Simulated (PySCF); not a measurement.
**GaF (SMILES [F][Ga]): PBE/def2-TZVPPD**

What is the vertical ionisation energy of GaF at PBE/def2-TZVPPD? 

Program for the calculation: PySCF 2.14.0.

3 further runs of the same task are left out: 3 set aside as unsound or not needed.

## (1) Starting point

GaF has 2 atoms, charge 0, and is taken as a singlet. SMILES: `[F][Ga]`. The shape is that of a PBE0-D4/def2-TZVP optimisation.

Bond lengths: F1–Ga2 1.787 Å.

## (2) The energy at PBE/def2-TZVPPD

job.py

```python
from pyscf import gto, dft

system = gto.M(
    atom=[
    ('F', (0.000000, -0.000000, 0.006300)),
    ('Ga', (-0.000000, 0.000000, 1.792850)),
],
    max_memory=1860,
    verbose=3,
    charge=0,
    basis='def2-tzvppd',
)

ks = dft.RKS(system, xc='pbe')
ks.grids.level = 5
ks.conv_tol = 1e-10
ks.kernel()
if not ks.converged:
    ks = ks.newton().run(ks.mo_coeff, ks.mo_occ)

energy = ks.e_tot
print('E(%s) = %.9f' % ('PBE', energy))
```

Command:

```sh
$ OMP_NUM_THREADS=1 python job.py
```

The program printed:

```text
converged SCF energy = -2024.41761610281
E(PBE) = -2024.417616103
```

It took 7.2 s on 1 thread of Arm Neoverse V1, shared host; peak memory 0.44 GiB.

## (3) The doublet cation

input.xyz

```xyz
2

F      0.000000     0.000000     0.006300
Ga     0.000000     0.000000     1.792850
```

job.py

```python
from pyscf import gto, dft

mol = gto.Mole()
mol.atom = 'input.xyz'
mol.charge = 1
mol.basis = 'def2-tzvppd'
mol.verbose = 3
mol.spin = 1
mol.max_memory = 1860
mol.build()

calc0 = dft.UKS(mol)
calc0.xc = 'pbe'
calc0.conv_tol = 1e-10
calc0.grids.level = 5
calc0.kernel()
if not calc0.converged:
    calc0 = calc0.newton().run(calc0.mo_coeff, calc0.mo_occ)

energy = calc0.e_tot
print('E = %.10f Eh' % energy)
```

Command:

```sh
$ OMP_NUM_THREADS=1 python job.py
```

The program printed:

```text
WARN: HOMO -0.251779213295691 >= LUMO -0.251779213295698

converged SCF energy = -2024.03352340678  <S^2> = 0.75225526  2S+1 = 2.002254
E = -2024.0335234068 Eh
```

Wall time 14 s (1 thread of Arm Neoverse V1, shared host); peak memory 0.46 GiB.

## (4) Summary of results

Level: PBE/def2-TZVPPD.

| quantity | value |
| --- | --- |
| singlet GaF: total energy | -2024.41762 Eh |
| singlet GaF: dipole moment | 2.21 D |
| singlet GaF: HOMO energy | -6.80 eV |
| singlet GaF: LUMO energy | -2.16 eV |
| singlet GaF: HOMO–LUMO gap | 4.64 eV |
| doublet cation: total energy | -2024.03352 Eh |
| doublet cation: HOMO energy (highest over α and β) | -15.52 eV |
| doublet cation: LUMO energy (lowest over α and β) | -14.20 eV |
| doublet cation: ⟨S²⟩ | 0.752 |
| vertical ionisation energy (to the doublet cation) | 10.452 eV |

What this shows: The vertical ionisation energy comes to 10.45 eV (241 kcal/mol). −ε(HOMO) before ionisation, 6.80 eV, is 3.65 eV below this ionisation energy.
